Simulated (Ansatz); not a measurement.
The system is Hf2Pd2Se2Br2O3.

```
Hf Pd Se Br O
1.0
     7.58666   -1.70971   -1.17576
     7.58666    1.70971   -1.17576
    -2.02446    0.00000   13.05155
Hf Pd Se Br O
2 2 2 2 3
Direct
  0.94514 0.94514 0.06144
  0.60628 0.60628 0.28309
  0.17920 0.17920 0.50964
  0.32286 0.32286 0.74307
  0.92232 0.92232 0.84566
  0.78991 0.78991 0.58800
  0.58645 0.58645 0.04520
  0.24604 0.24604 0.28651
  0.59701 0.59701 0.42127
  0.38554 0.38554 0.07302
  0.03094 0.03094 0.22169
```

The cell was built by a generator and needn't be a form met in nature.

- Program: Ansatz 0.2.0
- Task: relaxation of cell and atoms
- Functional: r2SCAN
- Potentials or basis: Ansatz PAW
- Cutoff: 500 eV (not typed: the program's choice for these potentials)
- k mesh: 6 × 6 × 2
- Occupations: fermi-dirac, width 0.05 eV
- Spin: no spin polarisation

At the start: volume 30.04 Å³/atom.

Task: Where does the relaxation end?

Result: It ends after 21 steps and the volume is 25.13 Å³/atom (-16.3 %); space group Cm (No. 8, to 0.05 Å).

The path:
| step | energy change (eV) | largest force (eV/Å) | volume (Å³) |
| --- | --- | --- | --- |
| 1 | 0.0000 | 0.5235 | 330.44 |
| 2 | -0.0193 | 0.3939 | 324.25 |
| 3 | -0.0397 | 0.0764 | 324.72 |
| 4 | -0.0416 | 0.0224 | 323.66 |
| 5 | -0.0450 | 0.0207 | 320.73 |
| 6 | -0.0486 | 0.0605 | 317.55 |
| 7 | -0.0609 | 0.1777 | 302.89 |
| 8 | -0.0685 | 0.1757 | 295.13 |
| 9 | -0.0886 | 0.1102 | 280.81 |
| 10 | -0.1055 | 0.1953 | 275.82 |
| 11 | -0.1129 | 0.2617 | 276.81 |
| 12 | -0.1165 | 0.1412 | 276.06 |
| 13 | -0.1190 | 0.0329 | 275.04 |
| 14 | -0.1192 | 0.0345 | 275.15 |
| 15 | -0.1193 | 0.0183 | 275.22 |
| 16 | -0.1194 | 0.0188 | 275.40 |
| 17 | -0.1194 | 0.0231 | 275.62 |
| 18 | -0.1193 | 0.0203 | 275.94 |
| 19 | -0.1192 | 0.0115 | 276.20 |
| 20 | -0.1192 | 0.0062 | 276.48 |
| 21 | -0.1086 | 0.0082 | 276.48 |

Final structure:
```yaml
crystal:
  lattice:
    - [6.19105, -1.70330, -1.16533]
    - [6.19105, 1.70330, -1.16533]
    - [-1.57910, 0.00000, 13.40653]
  atoms:
    - { symbol: Hf, position: [0.93415, 0.93415, 0.05444] }
    - { symbol: Hf, position: [0.60520, 0.60520, 0.28153] }
    - { symbol: Pd, position: [0.16879, 0.16879, 0.50544] }
    - { symbol: Pd, position: [0.32314, 0.32314, 0.74310] }
    - { symbol: Se, position: [0.93213, 0.93213, 0.85115] }
    - { symbol: Se, position: [0.79632, 0.79632, 0.59231] }
    - { symbol: Br, position: [0.61271, 0.61271, 0.06022] }
    - { symbol: Br, position: [0.27959, 0.27959, 0.30724] }
    - { symbol: O, position: [0.58054, 0.58054, 0.41034] }
    - { symbol: O, position: [0.35951, 0.35951, 0.05751] }
    - { symbol: O, position: [0.01961, 0.01961, 0.21531] }
```

Caveat: the volume moved by over 15 % at a fixed basis, so the end points are rough; the plane-wave basis is chosen anew once the cell has moved, so the energies of steps on either side of that aren't comparable; the PAW data sets come from PBE, with cores solved anew for the run's functional, which leaves a small shift of forces and pressure.
